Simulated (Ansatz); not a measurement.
# CH5GaSSi: a ladder of functionals and wavefunction methods

Aim: compute CH5GaSSi with functionals from several rungs and with coupled cluster. The yardstick is the atomisation energy at the CCSD(T) limit.

The runs use Ansatz 0.2.0, Gaussian basis; functionals in def2-TZVPP, the program's frozen cores in correlated methods.

Levels to be run: PBE-D4, r2SCAN-D4, PBE0-D4, B3LYP-D4, ωB97X-V, ωB97M-V, B2PLYP; CCSD(T)/def2-TZVPP; MP2/def2-QZVPP; extrapolation to the limit.

## (1) The geometry

All runs share one geometry, relaxed beforehand with PBE0-D4 in a triple-zeta def2 set.

SMILES `C1[SiH2][GaH][S]1`, 9 atoms, charge 0, spin multiplicity 1.

Atoms are counted from 1 here; the program's logs count them from 0.

Bond lengths: C1–Si2 1.940 Å, C1–S4 1.831 Å, C1–H5 1.095 Å, C1–H6 1.095 Å, Si2–Ga3 2.570 Å, Si2–H7 1.632 Å, Si2–H8 1.632 Å, Ga3–S4 2.182 Å, Ga3–H9 1.552 Å. Angles: Si2–C1–S4 116.7°, Si2–C1–H5 108.1°, Si2–C1–H6 108.2°, S4–C1–H5 108.3°, S4–C1–H6 108.3°, H5–C1–H6 106.8°, C1–Si2–Ga3 73.2°, C1–Si2–H7 92.2°, C1–Si2–H8 92.2°, Ga3–Si2–H7 45.5°, Ga3–Si2–H8 45.5°, H7–Si2–H8 83.8°, Si2–Ga3–S4 84.6°, Si2–Ga3–H9 137.4°, S4–Ga3–H9 138.0°, C1–S4–Ga3 85.5°.

Geometry (Å):

```
C    -1.14053   -0.04187   -0.65904
Si   -0.82449   -0.09982    1.25466
Ga    1.47867    0.06961    0.12584
S     0.33698    0.08037   -1.73396
H    -1.79206    0.81192   -0.87129
H    -1.69719   -0.94161   -0.94024
H     0.32200    1.05858    1.16261
H     0.44020   -1.11665    1.07727
H     2.96502    0.13317    0.56707
```

## (2) PBE-D4 (GGA)

in.yaml reads:

```yaml
crystal:
  periodic: [false, false, false]
  atoms:
    - {symbol: C, position_ang: [-1.140532, -0.041871, -0.659045]}
    - {symbol: Si, position_ang: [-0.824486, -0.099816, 1.254655]}
    - {symbol: Ga, position_ang: [1.478671, 0.069607, 0.125841]}
    - {symbol: S, position_ang: [0.336980, 0.080368, -1.733963]}
    - {symbol: H, position_ang: [-1.792057, 0.811923, -0.871290]}
    - {symbol: H, position_ang: [-1.697194, -0.941612, -0.940237]}
    - {symbol: H, position_ang: [0.322001, 1.058576, 1.162606]}
    - {symbol: H, position_ang: [0.440196, -1.116645, 1.077268]}
    - {symbol: H, position_ang: [2.965021, 0.133167, 0.567067]}
basis:
  gaussian: {orbitals: def2-TZVPP}
hamiltonian: {xc: pbe, dispersion: d4}
output: {forces: true, orbitals: {seedname: orbitals}}
```

Command:

```
ansatz run in.yaml --threads 4 --pin off --events-out ev --progress --plain --max-ram 10444MiB
```

Further steps of the session: r2SCAN-D4 (meta-GGA); PBE0-D4 (hybrid); B3LYP-D4 (hybrid); ωB97X-V (range-separated); ωB97M-V (range-separated); B2PLYP (double hybrid); CCSD(T) in def2-TZVPP; MP2 in def2-QZVPP.

**Question.** What will the summary of the whole plan be? Wanted: atomisation energy, CCSD(T)/CBS; farthest; mean size of error, hybrid; mean size of error, range-separated; gap, smallest and largest; T1 diagnostic; triples share of the correlation energy.

As calculated:

| quantity | value |
| --- | --- |
| atomisation energy, CCSD(T)/CBS | 650.1 kcal/mol |
| functionals within 6.5 kcal/mol (1.0 %) | r2SCAN-D4, PBE0-D4, ωB97X-V, ωB97M-V |
| farthest | B2PLYP (-15.6 kcal/mol) |
| mean size of error, hybrid | 4.4 kcal/mol |
| mean size of error, range-separated | 1.4 kcal/mol |
| gap, smallest and largest | 3.33 eV (PBE-D4), 9.09 eV (ωB97X-V) |
| T1 diagnostic | 0.0153 |
| triples share of the correlation energy | 4.6 % |

**Reading.** PBE-D4 is off by +7.0 kcal/mol. Double hybrids carry the basis error of their MP2 part in triple zeta, and no dispersion term here, so their miss is partly the set-up's. The reference freezes the cores and leaves out relativity and excitations past (T), and its outer-core shells are covered unevenly, so misses under about 6.5 kcal/mol can't be ranked. Hartree-Fock recovers 70 % of the binding; the rest is correlation. The gap grows from 3.3 to 9.1 eV across the functionals, mostly with the share of exact exchange. Correlated methods include outer-core shells of Ga, which these sets cover unevenly.
